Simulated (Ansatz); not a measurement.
AlBFH₃Si, SMILES F[B]1[AlH][SiH2]1, vertical spin-state energies

Program: Ansatz's Python interface.

Notebook, run cell by cell (the value of a cell's last expression is shown):

**Cell 1**
```python
import ansatz as az
```

**Cell 2**
```python
GEOMETRY = """
F    -1.01930   -2.35380    0.90630
B    -0.44650   -1.09650    0.42660
Al    1.35260    0.06470    0.09810
Si   -0.54750    0.71370   -0.38200
H     2.96870    0.26710    0.16730
H    -1.25850    1.68430    0.52840
H    -0.98830    0.65250   -1.79030
"""
```

**Cell 3**
```python
mol = az.Crystal.molecule()
for line in GEOMETRY.strip().splitlines():
    symbol, *xyz = line.split()
    mol = mol.atom(symbol, [float(v) for v in xyz])
```

**Cell 4**
```python
base = mol.calculation()
base = base.basis(gaussian="def2-TZVPP")
base = base.functional("pbe0")
found = {}
for unpaired in [0, 2, 4]:
    report = base.spin("collinear", total=unpaired).run(threads=1, backend="cpu").report
    s = unpaired / 2
    found[unpaired] = report["free_energy_ev"]
    print(f"2S+1 = {unpaired + 1}: E = {found[unpaired]:.5f} eV, <S^2> = {abs(report['mean_field']['state']['spin_squared']):.3f} (pure state {s * (s + 1):.2f})")
lowest = min(found, key=found.get)
for unpaired, e in found.items():
    print(f"multiplicity {unpaired + 1}: {96.485332 * (e - found[lowest]):.1f} kJ/mol above the lowest")
```
Output:
```text
2S+1 = 1: E = -17905.53992 eV, <S^2> = 0.762 (pure state 0.00)
2S+1 = 3: E = -17905.55471 eV, <S^2> = 2.010 (pure state 2.00)
2S+1 = 5: E = -17901.44999 eV, <S^2> = 6.012 (pure state 6.00)
multiplicity 1: 1.4 kJ/mol above the lowest
multiplicity 3: 0.0 kJ/mol above the lowest
multiplicity 5: 396.0 kJ/mol above the lowest
```

In order: multiplicity 3 (+0.00 eV), multiplicity 1 (+0.01 eV) and multiplicity 5 (+4.10 eV), all at the one geometry.

Caveats:
- Total energies depend on the basis set; only differences at equal settings carry meaning.
- The geometry is a force-field or estimated start, not a minimum of this method, and the basis set is short of its limit. All parts are taken at fixed geometry, without zero-point energy.
- The expectation value of S² is noticeably off S(S+1) in at least one run, so that state is spin-contaminated.
- Timing: 32 s on 1 thread of AMD EPYC 9R14 (Zen 4), with other jobs on the host, peak memory 0.56 GiB.

(Lines on the test bed's own set-up are left out of the output.)
